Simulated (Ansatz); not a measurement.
# GeH3Cl (chlorogermane): CAM-B3LYP/def2-TZVP

What is the electronic atomisation energy of GeH3Cl (chlorogermane) at CAM-B3LYP/def2-TZVP? 

The calculation is run with Ansatz 0.2.0.

46 further runs of the same task are left out: 6 that didn't finish, 40 set aside as unsound or not needed.

## 1. The structure to begin with

The species is GeH3Cl (5 atoms), meant as a singlet with charge 0. As SMILES, `[Cl][GeH3]`. The coordinates come from a PBE0-D4/def2-TZVP relaxation.

Bond lengths: Cl1–Ge2 2.155 Å, Ge2–H3 1.532 Å, Ge2–H4 1.532 Å, Ge2–H5 1.532 Å. Angles: Cl1–Ge2–H3 107.1°, Cl1–Ge2–H4 107.1°, Cl1–Ge2–H5 107.1°, H3–Ge2–H4 111.7°, H3–Ge2–H5 111.7°, H4–Ge2–H5 111.7°.

## 2. A single-point energy at CAM-B3LYP/def2-TZVP

Contents of job.yaml:

```yaml
crystal:
  periodic: [false, false, false]
  atoms:
    - symbol: Cl
      position_ang: [-1.875800, -0.025100, 0.641300]
    - symbol: Ge
      position_ang: [0.161800, -0.013900, -0.060600]
    - symbol: H
      position_ang: [0.160400, 0.656200, -1.438100]
    - symbol: H
      position_ang: [0.619000, -1.473700, -0.140600]
    - symbol: H
      position_ang: [0.984500, 0.782900, 0.956700]
basis:
  gaussian: {orbitals: def2-TZVP}
total_charge: 0
hamiltonian: {xc: {name: CAM-B3LYP}}
accuracy: high
output: {orbitals: {seedname: orbitals}}
```

Run with:

```bash
ansatz run job.yaml --threads 1 --pin off --max-ram 3480MiB --events-out events.jsonl --progress --plain --runs-dir runs
```

Log:

```text
Warning: RAYON_NUM_THREADS=1 ignored (pool sized by the plan → 1); use --threads N
Functional definition: CAM-B3LYP
  name "CAM-B3LYP"
  parameter alpha = 0.19
  parameter beta = 0.46
  parameter omega = 0.33/bohr
  parameter ac = 0.81
  exchange = (1 - alpha - beta)*b88_x + beta*b88_x_sr(omega) + alpha*exact_x + beta*exact_x_lr(omega)
  correlation = (1 - ac)*vwn5_c + ac*lyp_c
1678 factors; integrals over basis functions are off by at most 4.4e-9 eV
347 factors; integrals over basis functions are off by at most 2.1e-9 eV
mean field evaluation 1: about -69094.0934 eV, gradient 2.1e1 eV
mean field evaluation 2: about -69094.1352 eV, gradient 2.3e1 eV
mean field evaluation 4: about -69094.6421 eV, gradient 1.1e0 eV
mean field evaluation 8: about -69094.6924 eV, gradient 1.2e-2 eV
mean field evaluation 16: about -69094.6924 eV, gradient 4.4e-6 eV
mean field -69094.69238597 eV, -2539.1831111196 hartree, gradient 1.5e-8 eV, S^2 0.000000; 0 other end points of the search recorded, 0 dependent functions left out
reference -69094.69240342 eV, -2539.1831117611 hartree; 26, 26 occupied and 77, 77 virtual orbitals, 1678 factors
Total energy: -69094.69240342 eV, -2539.1831117611 hartree
```

It took 8.1 s on 1 thread of Arm Neoverse V1, shared host; peak memory 0.34 GiB.

## 3. The Cl atom at the same level

Contents of run.yaml:

```yaml
crystal:
  periodic: [false, false, false]
  atoms:
    - {symbol: Cl, position_ang: [0.000000, 0.000000, 0.000000]}
basis:
  gaussian: {orbitals: def2-TZVP}
magnetization: {spin_polarized: true, initial_magnetization: 1}
accuracy: high
hamiltonian: {xc: {name: CAM-B3LYP}}
```

Run the same way, it converges to -460.16613 Eh (log not shown).

## 4. The Ge atom, same level

Contents of job.yaml:

```yaml
crystal:
  periodic: [false, false, false]
  atoms:
    - {symbol: Ge, position_ang: [0.000000, 0.000000, 0.000000]}
basis:
  gaussian:
    orbitals: def2-TZVP
hamiltonian:
  xc: {name: CAM-B3LYP}
accuracy: high
magnetization:
  spin_polarized: true
  initial_magnetization: 2
```

Run the same way, it converges to -2077.03810 Eh (log not shown).

## 5. The H atom at the same level

Contents of in.yaml:

```yaml
crystal:
  periodic: [false, false, false]
  atoms:
    - {symbol: H, position_ang: [0.000000, 0.000000, 0.000000]}
basis:
  gaussian: {orbitals: def2-TZVP}
total_charge: 0
magnetization: {spin_polarized: true, initial_magnetization: 1}
hamiltonian: {xc: {name: CAM-B3LYP}}
accuracy: high
```

Run the same way, it converges to -0.49881 Eh (log not shown).

## 6. Summary of results

Level: CAM-B3LYP/def2-TZVP.

| quantity | value |
| --- | --- |
| molecule: total energy | -2539.18311 Eh |
| molecule: HOMO energy | -10.14 eV |
| molecule: LUMO energy | 0.73 eV |
| molecule: HOMO–LUMO gap | 10.87 eV |
| Cl atom: total energy | -460.16613 Eh |
| Cl atom: ⟨S²⟩ | 0.753 |
| Ge atom: total energy | -2077.03810 Eh |
| Ge atom: ⟨S²⟩ | 2.003 |
| H atom: total energy | -0.49881 Eh |
| H atom: ⟨S²⟩ | 0.750 |
| electronic atomisation energy | 13.128 eV |

In words: Taking the molecule apart into free atoms costs 13.13 eV (1267 kJ/mol), before zero-point energy and without spin-orbit coupling.
